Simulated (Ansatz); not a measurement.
# CsLiCr2Te2S3 (Cm) in Ansatz: reference runs

How does CsLiCr2Te2S3 come out in PBE? The cell is run as given and disturbed.

All numbers are computed with Ansatz 0.2.0; they aren't measurements. Logs are shortened: lines on timing, memory, paths and dates and some standing lists are left out, and cuts for length are marked.

**1. The crystal as given**

Symmetry: Cm, No. 8, monoclinic system. The conventional cell has a = 6.843 Å, b = 10.361 Å, c = 7.978 Å, α = 90.00°, β = 111.21°, γ = 90.00°. Around Cs (site symmetry m) lie 5 S at 3.58 to 3.92 Å and 1 Li at 4.01 Å. Li (site symmetry m) is surrounded by 3 S at 2.42 to 2.56 Å. Around Cr (site symmetry 1) lie 3 S at 2.20 to 2.25 Å and 1 Te at 2.51 Å. Te (site symmetry 1) has 1 Cr at 2.51 Å as nearest neighbours. S (site symmetry 1) has 2 Cr at 2.24 to 2.25 Å and 1 Li at 2.56 Å as nearest neighbours. S (site symmetry m) is surrounded by 2 Cr at 2.20 Å and 1 Li at 2.42 Å.

The cell was built by a generator and needn't be a form met in nature.

**2. Single point, PBE, collinear spin, ferromagnetic start**

Contents of input.yaml:

```yaml
crystal:
  lattice:
    - [3.42162, -5.18069, 0.00784]
    - [3.42162, 5.18069, 0.00784]
    - [-2.90411, 0.0, 7.43093]
  atoms:
    - { symbol: Cs, position: [0.09374, 0.09374, 0.00853] }
    - { symbol: Li, position: [0.58875, 0.58875, 0.55336] }
    - { symbol: Cr, position: [0.05646, 0.46755, 0.5579], spin: 3.0 }
    - { symbol: Cr, position: [0.46755, 0.05646, 0.5579], spin: 3.0 }
    - { symbol: Te, position: [0.56486, 0.87357, 0.29035] }
    - { symbol: Te, position: [0.87357, 0.56486, 0.29035] }
    - { symbol: S, position: [0.81151, 0.39697, 0.73347] }
    - { symbol: S, position: [0.39697, 0.81151, 0.73347] }
    - { symbol: S, position: [0.21404, 0.21404, 0.48371] }
hamiltonian:
  xc: pbe
  pseudopotentials: { kind: paw }
magnetization:
  spin_polarized: true
kpoints:
  mp_grid: { grid: [5, 5, 4] }
scf:
  occupations: { method: fermi_dirac, width: 0.05 }
output:
  forces: true
  stress: true
  eigenvalues: true
```

Potentials or basis: Ansatz PAW.

Launch:

```
$ ansatz run input.yaml --threads 8 --pin off --max-ram 20480MiB --backend cpu --events-out ev --progress --plain --runs-dir out
```

Output:

```text
Warning: RAYON_NUM_THREADS=8 ignored (pool sized by the plan → 8); use --threads N
Engine: ansatz 0.2.0, aarch64-unknown-linux-gnu
Pseudopotentials: kind: paw
Pseudopotential: Cs, paw, valence charge 9, recommended cutoff 420 eV (normal), Cs.paw.azcp
Pseudopotential: Li, paw, valence charge 3, recommended cutoff 420 eV (normal), Li.paw.azcp
Pseudopotential: Cr, paw, valence charge 14, recommended cutoff 420 eV (normal), Cr.paw.azcp
Pseudopotential: Te, paw, valence charge 16, recommended cutoff 420 eV (normal), Te.paw.azcp
Pseudopotential: S, paw, valence charge 6, recommended cutoff 420 eV (normal), S.paw.azcp
Functional definition: PBE
  parameter kappa = 0.804
  parameter beta = 0.06672455060314922
  exchange = pbe_x(kappa = kappa, mu = beta*pi^2/3)
  correlation = pbe_c(beta = beta)
Crystal: 9 atoms, lattice volume = 263.682 Å³
Basis set: ecut = 420 eV, 5177 PW (Γ), exchange–correlation on 90×90×108 points (8 copies of the dense FFT grid, shifted against one another)
Bands: 58, of which v1, the nominal top of the filled ones, is band 45 counted from 1 (44 counted from 0)
Symmetry: 2 space group operations
Space group: Cm (ITA 8), of the structure as read, at distance tolerance 6.4e-5 Å
Magnetic group: BNS 8.32 (UNI 39), of the structure as read, at distance tolerance 6.4e-5 Å
k-points: 33 of 100 (time reversal used)
Non-local potential: Cs, projectors of the file, l = 0: 3, l = 1: 2, l = 2: 2, l = 3: 2
Non-local potential: Li, projectors of the file, l = 0: 3, l = 1: 2, l = 2: 1
Non-local potential: Cr, projectors of the file, l = 0: 3, l = 1: 2, l = 2: 3, l = 3: 1
Non-local potential: Te, projectors of the file, l = 0: 2, l = 1: 2, l = 2: 2, l = 3: 2
Non-local potential: S, projectors of the file, l = 0: 2, l = 1: 2, l = 2: 2
PAW form: soft (Blöchl's): semilocal exchange-correlation on the pseudo side does not see the compensation charge
PAW one-centre angular grid: Cs, 194 points (default); XC on 64 Gauss nodes
PAW one-centre angular grid: Li, 110 points (default); XC on 64 Gauss nodes
[... 31 lines left out ...]
Magnetization: 4.0107 μB (47.0053 up, 42.9947 down)
Absolute magnetization: 5.7571 μB (∫|ρ↑−ρ↓|, with the PAW one-centre terms)
Spin contamination: 0.5102 ħ² per cell (⟨S²⟩ above its minimum at these occupations)
Per-site moments (μB) at R_I (Å): [(-0.0007987530690573808, 1.4753115793158755), (0.0002846552364565436, 0.9979465793461388), (2.0199921880423393, 0.9087395476383824), (2.0199921880423384, 0.9087395476383824), (-0.13396484540460357, 1.035123590143727), (-0.13396484540460385, 1.035123590143727), (-0.06009116344252725, 0.9258964266594559), (-0.0600911634425275, 0.9258964266594559), (-0.05407546824179107, 0.9087395476383824)]
Free energy (F): -29302.394859 eV
Harris-Foulkes:  -29302.394859 eV  (|F-HF|=5.09e-9)
Internal energy: -29302.367784 eV  (E = F + TS)
E sigma→0 (E₀):  -29302.381321 eV
Entropy (-TS):   -0.027075 eV (-3.008 meV/atom)
Fermi energy:    5.700907 eV
--- Per-component energies (eV) ---
  E_band       = -1414.829766
  E_kinetic    = 1528.160818
  E_local      = -10174.680054  (includes V_loc(G=0)·N_el)
  E_nonlocal   = -374.839634
  E_hartree    = 4931.012350
  E_xc         = -1001.180377
  E_vxc        = -962.621630  (∫ρ·V_xc dr)
  E_paw        = -18607.521216  (= ΣΔE_a)
  E_vpaw       = -1292.867015  (= ΣTr[D̂ρ^β])
  E_aug_tail   = 0.000354  (compensation charges beyond the density's cutoff)
  E_ewald      = -5603.320025
  E_smearing   = -0.027075  (= −TS)
  E_closure    = 0.000000  (closes the sum)
  Σ components = -29302.394859   (vs F -29302.394859, Δ=0.00e0)
--- Forces (eV/Å), atoms counted from 1 ---
  atom   1  Cs     0.00159188     0.00000000     0.00193254
  atom   2  Li    -0.00084304     0.00000000     0.00135594
  atom   3  Cr    -0.00107564    -0.00758400     0.00471759
  atom   4  Cr    -0.00107564     0.00758400     0.00471759
  atom   5  Te     0.00440717     0.01429720    -0.00653647
  atom   6  Te     0.00440717    -0.01429720    -0.00653647
  atom   7  S     -0.00566290     0.00194682    -0.00004821
  atom   8  S     -0.00566290    -0.00194682    -0.00004821
  atom   9  S      0.00392609     0.00000000     0.00045425
  max |Σ_I F_I| component: 1.22e-5 eV/Å
--- Stress (GPa, compression-positive) ---
        0.008004      -0.000000      -0.009000
       -0.000000      -0.044541       0.000000
       -0.009001       0.000000       0.022227
  P = ⅓ Tr σ = -0.0048 GPa (-0.048 kbar)
--- Band table (eV; the first three rows and the last of 66) ---
  k-point 0 ↑: bands = ["-67.1921", "-67.1913", "-40.3121", "-38.6121", "-38.6076", "-38.5871", "-38.5785", "-38.4847", "-38.4834", "-30.6978", "-30.6755", "-30.6723", "-30.6673", "-30.6669", "-30.6569", "-30.6118", "-30.6098", "-30.6056", "-30.6048", "-16.0454", "-7.4951", "-6.7975", "-6.6762", "-5.2841", "-4.0492", "-2.8941", "-2.8676", "-2.8665", "0.5209", "1.2291", "1.4042", "1.5961", "1.9108", "2.1698", "2.2966", "2.3905", "2.4452", "3.2371", "3.3019", "3.4979", "3.7071", "3.9698", "4.5599", "4.6187", "4.9329", "5.3084", "5.3348", "5.4926", "5.9408", "6.4671", "6.7877", "7.3776", "7.7235", "8.6888", "9.7782", "10.1644", "10.5367", "10.8204"]
  k-point 1 ↑: bands = ["-67.1921", "-67.1913", "-40.3121", "-38.6121", "-38.6076", "-38.5871", "-38.5785", "-38.4847", "-38.4834", "-30.6978", "-30.6755", "-30.6723", "-30.6673", "-30.6669", "-30.6569", "-30.6118", "-30.6098", "-30.6056", "-30.6048", "-16.0453", "-7.4978", "-6.7929", "-6.6764", "-5.2913", "-4.0507", "-2.8949", "-2.8662", "-2.8602", "0.5284", "1.2486", "1.4988", "1.5962", "1.9126", "2.1702", "2.2757", "2.3786", "2.4499", "3.1580", "3.2705", "3.5289", "3.6339", "3.9791", "4.5434", "4.6232", "4.9337", "5.3115", "5.3442", "5.5355", "5.8873", "6.4220", "6.5643", "7.3723", "7.7119", "9.1129", "9.6684", "10.3176", "10.4337", "10.9273"]
  k-point 2 ↑: bands = ["-67.1921", "-67.1913", "-40.3121", "-38.6121", "-38.6076", "-38.5871", "-38.5785", "-38.4847", "-38.4834", "-30.6978", "-30.6755", "-30.6723", "-30.6673", "-30.6669", "-30.6569", "-30.6118", "-30.6098", "-30.6056", "-30.6048", "-16.0453", "-7.5004", "-6.7884", "-6.6765", "-5.2985", "-4.0521", "-2.8950", "-2.8648", "-2.8546", "0.5359", "1.2638", "1.5966", "1.6250", "1.9007", "2.1759", "2.2594", "2.2994", "2.5141", "3.0740", "3.2412", "3.5520", "3.5596", "3.9862", "4.5271", "4.6247", "4.9329", "5.3126", "5.3529", "5.5781", "5.8460", "6.3663", "6.3899", "7.3667", "7.6997", "9.3868", "10.0323", "10.3194", "10.5927", "10.6077"]
  k-point 32 ↓: bands = ["-64.8466", "-64.8458", "-40.3103", "-36.3008", "-36.2982", "-36.2664", "-36.2633", "-36.2153", "-36.2021", "-30.7406", "-30.7170", "-30.7126", "-30.7080", "-30.7073", "-30.6965", "-30.6423", "-30.6418", "-30.6387", "-30.6379", "-16.0450", "-7.2714", "-7.0419", "-6.7450", "-5.2340", "-4.7160", "-2.9142", "-2.8731", "-2.8310", "1.1064", "1.4066", "1.6869", "1.9458", "2.2356", "2.4379", "2.5794", "2.7821", "2.8954", "3.1829", "3.2774", "3.6465", "4.3080", "5.0768", "5.5056", "6.5108", "6.6728", "6.8605", "6.8967", "7.2503", "7.3871", "7.6518", "7.7805", "7.8047", "8.3811", "10.0681", "10.1198", "10.4996", "10.9372", "11.0374"]
```

Wall time 28 s (8 threads of Arm Neoverse V1, shared host); peak memory 1.4 GiB.

What came out:

- Free energy: -29302.3949 eV
- Pressure: 0.0 GPa
- Largest force: 0.016 eV/Å
- Band gap on the k mesh: none (metal or under the smearing width)
- Net moment: 4.01 μB per cell
- Absolute moment: 5.76 μB per cell
- Site moments: Cs -0.00; Li +0.00; Cr +2.02; Te -0.13; S -0.06, -0.05 μB

Forces on the atoms (eV/Å):
```
Cs   0.002  0.000  0.002
Li  -0.001  0.000  0.001
Cr  -0.001 -0.008  0.005
Cr  -0.001  0.008  0.005
Te   0.004  0.014 -0.007
Te   0.004 -0.014 -0.007
S   -0.006  0.002  0.000
S   -0.006 -0.002  0.000
S    0.004  0.000  0.000
```

Levels at points of the mesh, in eV from the Fermi level:
Spin up:
| k point | band 43 | band 44 | band 45 | band 46 | band 47 | band 48 | band 49 | band 50 | band 51 | band 52 |
| --- | --- | --- | --- | --- | --- | --- | --- | --- | --- | --- |
| (0.00, 0.00, 0.00) | -1.14 | -1.08 | -0.77 | -0.39 | -0.37 | -0.21 | 0.24 | 0.77 | 1.09 | 1.68 |
| (0.00, 0.00, -0.50) | -1.17 | -1.08 | -0.77 | -0.39 | -0.35 | -0.12 | 0.15 | 0.67 | 0.69 | 1.67 |
Spin down:
```tsv
k point	band 39	band 40	band 41	band 42	band 43	band 44	band 45	band 46	band 47	band 48
(0.00, 0.00, 0.00)	-2.18	-1.95	-1.72	-0.70	-0.57	0.69	0.88	1.07	1.11	1.53
(0.00, 0.00, -0.50)	-2.36	-2.17	-1.70	-0.67	-0.62	0.71	0.83	1.13	1.21	1.44
```

Caveat: only a ferromagnetic start was run, and an antiferromagnetic order may lie lower in energy. The run has no spin-orbit coupling, so splittings on Cs, Te are missing.

**3. Single point, PBE, collinear spin, ferromagnetic start (atoms moved at random, drawn with an rms of 0.05 Å)**

Contents of input.yaml:

```yaml
crystal:
  lattice:
    - [3.42162, -5.18069, 0.00784]
    - [3.42162, 5.18069, 0.00784]
    - [-2.90411, 0.0, 7.43093]
  atoms:
    - { symbol: Cs, position: [0.085338, 0.086221, 0.005164] }
    - { symbol: Li, position: [0.583922, 0.585882, 0.558559] }
    - { symbol: Cr, position: [0.063653, 0.472363, 0.562292], spin: 3.0 }
    - { symbol: Cr, position: [0.469615, 0.058973, 0.556596], spin: 3.0 }
    - { symbol: Te, position: [0.562707, 0.866733, 0.284505] }
    - { symbol: Te, position: [0.873307, 0.563528, 0.29533] }
    - { symbol: S, position: [0.811581, 0.388859, 0.729858] }
    - { symbol: S, position: [0.396489, 0.816927, 0.733665] }
    - { symbol: S, position: [0.206422, 0.211057, 0.482619] }
hamiltonian:
  xc: pbe
  pseudopotentials: { kind: paw }
magnetization:
  spin_polarized: true
kpoints:
  mp_grid: { grid: [5, 5, 4] }
scf:
  occupations: { method: fermi_dirac, width: 0.05 }
output:
  forces: true
  stress: true
  eigenvalues: true
```

Potentials or basis: Ansatz PAW.

Launch:

```
$ ansatz run input.yaml --threads 8 --pin off --max-ram 20480MiB --backend cpu --events-out ev --progress --plain --runs-dir out
```

Output:

```text
Warning: RAYON_NUM_THREADS=8 ignored (pool sized by the plan → 8); use --threads N
[... 4 set-up lines as earlier in the session ...]
[... 95 lines left out ...]
        0.070611      -0.152723      -0.110575
        0.255492      -0.110575       0.235873
  P = ⅓ Tr σ = 0.2600 GPa (2.600 kbar)
--- Band table (eV; the first three rows and the last of 102) ---
  k-point 0 ↑: bands = ["-67.1880", "-67.1532", "-40.3552", "-38.6082", "-38.5885", "-38.5783", "-38.5537", "-38.4813", "-38.4329", "-30.6986", "-30.6840", "-30.6755", "-30.6267", "-30.6207", "-30.6165", "-30.6139", "-30.6029", "-30.5469", "-30.5412", "-16.0454", "-7.5310", "-6.8396", "-6.7456", "-5.2584", "-4.0004", "-2.8956", "-2.8701", "-2.8671", "0.5017", "1.2084", "1.3638", "1.5383", "1.8644", "2.1689", "2.2142", "2.3772", "2.4112", "3.2594", "3.2901", "3.5365", "3.7093", "4.0073", "4.5490", "4.5977", "4.9932", "5.3077", "5.3603", "5.5046", "5.9447", "6.4435", "6.8200", "7.5024", "7.7749", "8.6572", "9.7765", "10.1931", "10.5169", "10.8252"]
  k-point 1 ↑: bands = ["-67.1880", "-67.1532", "-40.3552", "-38.6082", "-38.5885", "-38.5783", "-38.5537", "-38.4813", "-38.4329", "-30.6986", "-30.6840", "-30.6755", "-30.6267", "-30.6207", "-30.6165", "-30.6139", "-30.6029", "-30.5469", "-30.5412", "-16.0454", "-7.5336", "-6.8352", "-6.7457", "-5.2654", "-4.0018", "-2.8967", "-2.8685", "-2.8609", "0.5102", "1.2307", "1.4513", "1.5393", "1.8685", "2.1708", "2.1948", "2.3367", "2.4354", "3.1937", "3.2472", "3.5600", "3.6476", "4.0141", "4.5353", "4.6052", "4.9852", "5.3202", "5.3613", "5.5521", "5.8952", "6.4010", "6.5985", "7.4958", "7.7602", "9.0796", "9.6381", "10.3516", "10.4413", "10.9435"]
  k-point 2 ↑: bands = ["-67.1880", "-67.1532", "-40.3552", "-38.6082", "-38.5885", "-38.5783", "-38.5537", "-38.4813", "-38.4329", "-30.6986", "-30.6840", "-30.6755", "-30.6267", "-30.6207", "-30.6165", "-30.6139", "-30.6029", "-30.5469", "-30.5412", "-16.0453", "-7.5362", "-6.8309", "-6.7459", "-5.2723", "-4.0033", "-2.8969", "-2.8670", "-2.8552", "0.5187", "1.2476", "1.5353", "1.5731", "1.8645", "2.1766", "2.1800", "2.2482", "2.4977", "3.1146", "3.2099", "3.5777", "3.5896", "4.0189", "4.5217", "4.6101", "4.9755", "5.3313", "5.3608", "5.5991", "5.8534", "6.3524", "6.4271", "7.4888", "7.7447", "9.3501", "9.9769", "10.3115", "10.5855", "10.6596"]
  k-point 50 ↓: bands = ["-64.8895", "-64.7844", "-40.3534", "-36.3527", "-36.2917", "-36.2700", "-36.2289", "-36.1889", "-36.1742", "-30.7396", "-30.7234", "-30.7135", "-30.6690", "-30.6570", "-30.6512", "-30.6488", "-30.6433", "-30.5789", "-30.5748", "-16.0450", "-7.3692", "-7.0084", "-6.8109", "-5.3076", "-4.4909", "-2.9070", "-2.8760", "-2.8561", "0.9437", "1.4487", "1.7589", "2.0299", "2.2210", "2.2458", "2.4273", "2.7056", "2.8625", "3.1389", "3.4272", "3.9504", "4.0737", "5.0829", "5.5001", "6.3836", "6.6328", "6.7850", "6.9984", "7.2430", "7.4462", "7.6096", "7.7718", "7.9406", "8.3367", "9.8077", "10.2361", "10.4738", "10.7845", "10.9681"]
```

It took 53 s on 8 threads of Arm Neoverse V1, shared host; peak memory 1.7 GiB.

Results:

```yaml
Free_energy: -29302.3654 eV
Pressure: 0.3 GPa
Largest_force: 0.566 eV/Å
Band_gap_on_the_k_mesh: none (metal or under the smearing width)
Net_moment: 4.02 μB per cell
Absolute_moment: 5.73 μB per cell
Site_moments: Cs -0.00; Li +0.00; Cr +1.94, +2.08; Te -0.14, -0.13; S -0.05 μB
```

Forces in eV/Å, atoms in the order of the input:
```
Cs   0.017  0.001  0.045
Li   0.036 -0.010 -0.054
Cr  -0.078  0.109 -0.172
Cr  -0.274  0.033 -0.493
Te  -0.136  0.121  0.163
Te   0.047  0.020 -0.056
S    0.191  0.122  0.320
S    0.046 -0.128  0.175
S    0.152 -0.268  0.072
```

Caveat: only a ferromagnetic start was run, and an antiferromagnetic order may lie lower in energy. The run has no spin-orbit coupling, so splittings on Cs, Te are missing.
